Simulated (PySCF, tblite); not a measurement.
**C6H8NO2 radical: geometry, infrared bands and EPR parameters**

What infrared bands and EPR parameters should C6H8NO2 radical (`NC(=O)CC/[C]=C\C=O`) show?

Computed with tblite 0.8.0 and PySCF 2.14.0, with density-fitted response routines of our own, on a single molecule in the gas phase. Atoms count from 0, in the outputs and in this text.

## Step 1: The molecule as given

17 atoms, charge 0, multiplicity 2; geometry from: force field or distance geometry start.

Bonds of the start (Å): N0–C1 1.37, C1–O2 1.23, C1–C3 1.51, C3–C4 1.52, C4–C5 1.47, C5–C6 1.29, C6–C7 1.48, C7–O8 1.23, N0–H9 1.03, N0–H10 1.00, C3–H11 1.10, C3–H12 1.08, C4–H13 1.09, C4–H14 1.11, C6–H15 1.09, C7–H16 1.11.

## Step 2: Optimising the geometry with GFN2-xTB

What the job is given:

```
{"job": {"kind": "relax", "xc": "GFN2-xTB", "basis": "xTB"}, "charge": 0, "multiplicity": 2}
N      1.787900    -0.443300     0.734400
C      1.812500     0.675500    -0.056200
O      2.572700     1.605400     0.217200
C      0.873700     0.683300    -1.234200
C     -0.461100     1.311400    -0.851700
C     -1.355800     0.365800    -0.169900
C     -2.105200    -0.499000     0.433800
C     -1.575400    -1.820600     0.839700
O     -0.416000    -2.178200     0.651000
H      1.104100    -1.198200     0.597000
H      2.386500    -0.494600     1.536300
H      0.745000    -0.346100    -1.609100
H      1.352400     1.263000    -2.007000
H     -0.305000     2.201400    -0.238700
H     -0.960000     1.654000    -1.776300
H     -3.144700    -0.286600     0.677100
H     -2.318500    -2.481100     1.325000
```

On the command line:

```bash
> OMP_NUM_THREADS=1 python probes_run.py task.json out
```

This one command runs all jobs of the session in turn.

Output:

```text
step      E/eV     max force
  0    -757.69995    2.035
  1    -757.77610    1.824
  2    -757.82851    0.512
  3    -757.84005    0.525
  4    -757.85216    0.342
  5    -757.86406    0.287
  6    -757.86935    0.271
  7    -757.87440    0.196
  8    -757.87848    0.167
  9    -757.88071    0.142
 10    -757.88218    0.119
 11    -757.88316    0.073
 12    -757.88407    0.070
 13    -757.88465    0.060
 14    -757.88519    0.060
 15    -757.88559    0.062
 16    -757.88605    0.063
 17    -757.88663    0.084
 18    -757.88744    0.102
 19    -757.88855    0.112
 20    -757.89011    0.133
 21    -757.89232    0.154
 22    -757.89541    0.150
 23    -757.89916    0.139
 24    -757.90260    0.152
 25    -757.90515    0.130
 26    -757.90739    0.108
 27    -757.90998    0.128
 28    -757.91301    0.141
 29    -757.91587    0.140
 30    -757.91789    0.090
 31    -757.91931    0.105
 32    -757.92055    0.103
 33    -757.92198    0.168
 34    -757.92358    0.130
 35    -757.92570    0.067
 36    -757.92642    0.072
 37    -757.92733    0.061
 38    -757.92768    0.045
 39    -757.92791    0.042
 40    -757.92808    0.033
 41    -757.92827    0.040
 42    -757.92847    0.043
 43    -757.92873    0.047
 44    -757.92905    0.054
 45    -757.92940    0.045
 46    -757.92969    0.044
 47    -757.92995    0.039
 48    -757.93022    0.042
 49    -757.93050    0.047
 50    -757.93074    0.038
 51    -757.93091    0.034
 52    -757.93106    0.034
 53    -757.93123    0.042
 54    -757.93145    0.041
 55    -757.93169    0.035
 56    -757.93188    0.028
 57    -757.93203    0.034
 58    -757.93218    0.030
 59    -757.93235    0.038
 60    -757.93253    0.039
 61    -757.93269    0.033
 62    -757.93282    0.031
 63    -757.93296    0.030
 64    -757.93310    0.031
 65    -757.93322    0.028
 66    -757.93333    0.025
 67    -757.93345    0.026
 68    -757.93360    0.030
 69    -757.93375    0.039
 70    -757.93385    0.032
 71    -757.93392    0.019
 72    -757.93397    0.017
 73    -757.93403    0.020
 74    -757.93409    0.028
 75    -757.93414    0.025
 76    -757.93420    0.020
 77    -757.93427    0.021
 78    -757.93434    0.023
 79    -757.93442    0.026
 80    -757.93450    0.029
 81    -757.93460    0.030
 82    -757.93470    0.023
 83    -757.93479    0.021
 84    -757.93487    0.021
 85    -757.93495    0.023
 86    -757.93501    0.028
 87    -757.93507    0.018
 88    -757.93512    0.024
 89    -757.93519    0.025
 90    -757.93530    0.031
 91    -757.93547    0.046
 92    -757.93562    0.026
 93    -757.93573    0.060
 94    -757.93583    0.028
 95    -757.93599    0.028
 96    -757.93608    0.038
 97    -757.93619    0.045
 98    -757.93628    0.035
 99    -757.93639    0.027
100    -757.93650    0.023
101    -757.93659    0.024
102    -757.93665    0.023
103    -757.93672    0.038
104    -757.93680    0.025
105    -757.93692    0.044
106    -757.93702    0.024
107    -757.93709    0.021
108    -757.93712    0.021
109    -757.93715    0.008
```

Run time: 0.7 s. Hardware: 1 thread of Arm Neoverse V1, shared host; peak memory 0.18 GiB.

Along the way: (not every step is listed)

| step | energy from step 0 (eV) | largest force (eV/Å) |
| --- | --- | --- |
| 0 | 0.0000 | 2.0353 |
| 1 | -0.0762 | 1.8240 |
| 2 | -0.1286 | 0.5124 |
| 3 | -0.1401 | 0.5253 |
| 4 | -0.1522 | 0.3418 |
| 5 | -0.1641 | 0.2873 |
| 6 | -0.1694 | 0.2714 |
| 7 | -0.1745 | 0.1962 |
| 8 | -0.1785 | 0.1673 |
| 17 | -0.1867 | 0.0845 |
| 26 | -0.2074 | 0.1080 |
| 35 | -0.2258 | 0.0666 |
| 44 | -0.2291 | 0.0542 |
| 53 | -0.2313 | 0.0421 |
| 62 | -0.2329 | 0.0306 |
| 71 | -0.2340 | 0.0189 |
| 80 | -0.2346 | 0.0291 |
| 89 | -0.2352 | 0.0250 |
| 98 | -0.2363 | 0.0347 |
| 104 | -0.2369 | 0.0253 |
| 105 | -0.2370 | 0.0437 |
| 106 | -0.2371 | 0.0244 |
| 107 | -0.2371 | 0.0212 |
| 108 | -0.2372 | 0.0207 |
| 109 | -0.2372 | 0.0082 |

Close pairs (by a distance rule), those that changed most:

| bond | before (Å) | after (Å) | change (Å) |
| --- | --- | --- | --- |
| C4–C5 | 1.470 | 1.435 | -0.035 |
| C3–C4 | 1.524 | 1.552 | +0.028 |
| N0–C1 | 1.370 | 1.347 | -0.023 |
| C7–O8 | 1.228 | 1.208 | -0.020 |
| N0–H9 | 1.028 | 1.009 | -0.019 |
| C1–O2 | 1.232 | 1.213 | -0.019 |
| C3–H11 | 1.103 | 1.087 | -0.016 |
| C5–C6 | 1.294 | 1.309 | +0.015 |

The end geometry stands in the next job.

## Step 3: Infrared spectrum with GFN2-xTB

What the job is given:

```
{"job": {"kind": "ir", "xc": "GFN2-xTB", "basis": "xTB"}, "charge": 0, "multiplicity": 2}
N      1.905679    -0.504645     0.757025
C      1.674260     0.652160     0.107218
O      2.124999     1.719840     0.466292
C      0.807668     0.516199    -1.135532
C     -0.508580     1.312078    -0.928461
C     -1.499938     0.684229    -0.103297
C     -2.012998    -0.342309     0.526685
C     -1.478622    -1.709002     0.604993
O     -0.428673    -2.109654     0.163058
H      1.380321    -1.335002     0.529658
H      2.418921    -0.476004     1.623110
H      0.596165    -0.526479    -1.360257
H      1.344353     0.970305    -1.969461
H     -0.239403     2.281705    -0.491713
H     -0.971177     1.508429    -1.901871
H     -2.957406    -0.228903     1.051511
H     -2.162566    -2.400916     1.129423
```

Output:

```text
mode    cm-1     km/mol
  1      32.8     10.49
  2      59.8      1.23
  3     109.4      7.87
  4     125.0     13.08
  5     161.3      9.68
  6     201.5     15.21
  7     259.7      1.02
  8     338.4      2.63
  9     429.7      7.71
 10     455.9      0.55
 11     487.0    279.56
 12     515.9     46.53
 13     581.9      6.13
 14     669.9     13.97
 15     683.8     25.29
 16     715.3     31.94
 17     805.4     11.52
 18     835.6     38.15
 19     886.0     11.24
 20     925.2     10.86
 21     946.5      9.36
 22     999.1     18.04
 23    1043.9      4.09
 24    1069.6     25.16
 25    1124.8      9.47
 26    1157.4      4.34
 27    1253.8      5.59
 28    1260.4     19.69
 29    1282.4      9.29
 30    1315.5    105.44
 31    1372.3     41.61
 32    1400.4     21.88
 33    1439.7     32.70
 34    1458.3    103.60
 35    1685.0    381.87
 36    1755.1    587.20
 37    1779.0    145.44
 38    2776.1    143.85
 39    2912.1      2.58
 40    2931.9     12.41
 41    2969.6     17.79
 42    2993.7     12.78
 43    3036.0      7.18
 44    3426.4     56.98
 45    3509.1     20.41
```

Run time: 0.57 s. Hardware: 1 thread of Arm Neoverse V1, shared host; peak memory 0.18 GiB.

The strongest bands and the atoms that carry them (share of the mass-weighted mode):

| cm⁻¹ | km/mol | atoms |
| --- | --- | --- |
| 487 | 279.6 | H9 53 %, H10 19 %, N0 17 % |
| 1316 | 105.4 | C1 40 %, H10 14 %, H11 13 %, C3 10 % |
| 1458 | 103.6 | H9 35 %, H10 23 %, N0 17 % |
| 1685 | 381.9 | C7 35 %, C5 24 %, O8 24 %, C6 12 % |
| 1755 | 587.2 | C1 63 %, O2 31 % |
| 1779 | 145.4 | C5 37 %, C7 24 %, C6 21 %, O8 15 % |
| 2776 | 143.8 | H16 94 % |
| 3426 | 57.0 | H9 73 %, H10 24 % |

## Step 4: EPR parameters: B3LYP/pcH-1

Settings changed since step 3:

```diff
@@ -1,2 +1,2 @@
-{"job": {"kind": "ir", "xc": "GFN2-xTB", "basis": "xTB"}, "charge": 0, "multiplicity": 2}
+{"job": {"kind": "epr", "basis": "pcH-1"}, "charge": 0, "multiplicity": 2}
 N      1.905679    -0.504645     0.757025
```

Level: UKS B3LYP, pcH-1 on C H N O, non-relativistic, mean-field spin-orbit, GIAO.

Output:

```text
UKS, coarse grid
  cycle   1  E = -438.34498658  |g| = 8.32e-01
  cycle   2  E = -436.27657920  |g| = 2.14e+00
  cycle   3  E = -438.51371803  |g| = 4.27e-01
  cycle   4  E = -438.59926743  |g| = 1.32e-01
  cycle   5  E = -438.60248839  |g| = 1.07e-01
  cycle   6  E = -438.60705124  |g| = 2.26e-02
  cycle   7  E = -438.60722770  |g| = 1.11e-02
  cycle   8  E = -438.60728836  |g| = 3.83e-03
  cycle   9  E = -438.60730120  |g| = 2.38e-03
  cycle  10  E = -438.60730805  |g| = 1.15e-03
  cycle  11  E = -438.60731052  |g| = 5.73e-04
UKS, final grid
  cycle   1  E = -438.60727133  |g| = 7.12e-04
  cycle   2  E = -438.60727115  |g| = 1.12e-03
  cycle   3  E = -438.60727177  |g| = 2.01e-04
  cycle   4  E = -438.60727182  |g| = 1.41e-04
  cycle   5  E = -438.60727187  |g| = 9.66e-05
  cycle   6  E = -438.60727188  |g| = 2.45e-05
E = -438.60727188 Eh   <S^2> = 0.7599 (exact 0.7500)
g shifts (ppm)      1          2          3
  rmc          -157       -157       -157
  gc             31          9          1
  oz_so        -780       -334        760
  total        -906       -482        604
hyperfine (MHz)  atom isotope    a_iso     a_fc   dipolar eigenvalues
    0   14N       0.79       0.79     -0.15      0.01      0.14
    1   13C      -2.96      -2.96     -0.55     -0.23      0.78
    2   17O      -0.49      -0.49     -1.29      0.43      0.86
    3   13C      71.73      71.73     -7.70     -7.42     15.12
    4   13C      -5.31      -5.31     -3.59     -2.77      6.36
    5   13C     211.73     211.73    -85.40    -64.93    150.33
    6   13C     -27.38     -27.38    -15.06      1.58     13.48
    7   13C      93.77      93.77     -7.54     -5.02     12.55
    8   17O       2.19       2.19     -6.52     -2.29      8.81
    9    1H      -0.01      -0.01     -1.77     -1.20      2.97
   10    1H       0.29       0.29     -0.85     -0.72      1.57
   11    1H      -5.01      -5.01     -5.76     -1.80      7.56
   12    1H      10.70      10.70     -4.34     -1.31      5.66
   13    1H      56.57      56.57     -6.48     -5.40     11.88
   14    1H      18.99      18.99     -6.29     -5.02     11.32
   15    1H     134.34     134.34     -6.23     -5.48     11.71
   16    1H      22.86      22.86     -3.14     -1.37      4.51
```

It took 2 min on 1 thread of Arm Neoverse V1, shared host; peak memory 1.1 GiB.

Principal g values 2.00141, 2.00184, 2.00292; g(iso) = 2.00206, against 2.00232 for a free electron.

Mean a(iso) over the nuclei that a row names, and the largest dipolar term of the row (other rows stand at the frozen geometry):

| nuclei | isotope | a(iso) (MHz) | a(iso) (G, at g = 2.0023) | largest dipolar term (MHz) |
| --- | --- | --- | --- | --- |
| C5 | 13C | 211.7 | 75.5 | 150.3 |
| H15 | 1H | 134.3 | 47.9 | 11.7 |
| C7 | 13C | 93.8 | 33.5 | 12.6 |
| C3 | 13C | 71.7 | 25.6 | 15.1 |
| H13, H14 | 1H | 37.8 | 13.5 | 11.9 |
| C6 | 13C | -27.4 | -9.8 | -15.1 |
| H16 | 1H | 22.9 | 8.2 | 4.5 |
| C4 | 13C | -5.3 | -1.9 | 6.4 |
| C1 | 13C | -3.0 | -1.1 | 0.8 |
| H11, H12 | 1H | 2.8 | 1.0 | 7.6 |
| O8 | 17O | 2.2 | 0.8 | 8.8 |
| N0 | 14N | 0.8 | 0.3 | -0.2 |
| O2 | 17O | -0.5 | -0.2 | -1.3 |
| H10 | 1H | 0.3 | 0.1 | 1.6 |

Mulliken spin populations:

N0 0.00; C1 0.00; O2 0.00; C3 0.07; C4 -0.07; C5 1.01; C6 -0.16; C7 0.06; O8 -0.02; H9 0.00; H10 0.00; H11 0.00; H12 0.01; H13 0.02; H14 0.01; H15 0.06; H16 0.02

In first order the couplings over 0.8 MHz of 1H give 36 distinct lines over 85.1 G, if the averaged nuclei exchange fast.

Orbitals, density, ELF and potential are computed afterwards from the orbital file.

ELF in a plane through or near 5 of the atoms.

Ten even steps from ' ' (0.00) to '@' (1.00):
```
                                                        
                                                        
                                                        
                        ....                            
                      ::==++..  ..::..                  
                    ::==****::::++**--..                
                    ==##--::**######==::....            
                    ::**::--@@--::%%##****++::          
                    ::**##++##++**%%--++##++::          
          ..::::..--****--....--++++--**==..            
          ..--==++----##--        **%%##======--        
          ..::--++::--**--..    ..====--@@@@@@@@==      
              ..::**%%####++..  ::++++++@@@@@@@@++      
                ::**++++##%%==  ..--::..--%%@@##..      
                --**%%##++**--    ..        ..          
                ::==**++::..                            
                  ......                                
                                                        
                                                        
                                                        
```
The map spans 11.8 Å across and 10.2 Å up, centred on the molecule. Atoms in the plane (x, y in Å): N0 (-1.1, -1.8), C1 (-1.7, -0.6), C4 (-0.4, 1.6), C5 (0.9, 1.3), C6 (2.0, 0.6).

On the surface of density 0.002 e/bohr³ the electrostatic potential runs, from the 1st to the 99th percentile, from -2.05 V near O2 to 1.53 V near H10.

The spin density lies nearest to C5 68 %; C6 7 % (beta excess).

## Step 5: What came out

| quantity | value |
| --- | --- |
| strongest single infrared mode (GFN2-xTB) | 1755 cm⁻¹, 587 km/mol |
| zero-point energy (GFN2-xTB) | 80.3 kcal/mol |
| g(iso) (B3LYP) | 2.00206 |
| ⟨S²⟩ | 0.760 (exact 0.75) |
| largest a(iso) (averaged by class) | 13C on C5, 211.7 MHz |
| surface potential, 1st and 99th percentile | -2.05 V and 1.53 V |

What this shows: Relaxing lowered the energy by 0.237 eV in 109 steps; the close pair that moved most is C4–C5, from 1.470 to 1.435 Å. All 45 modes are real, so the xTB geometry is a minimum. The strongest single mode, at 1755 cm⁻¹, moves mainly C1. GFN2-xTB is a fitted tight-binding method: band positions and strengths are rough. Its intensities can rank the bands wrongly. Most of the unpaired spin sits on C5 (1.01 e). The isotropic g lies 0.3 ppt below the free-electron value.
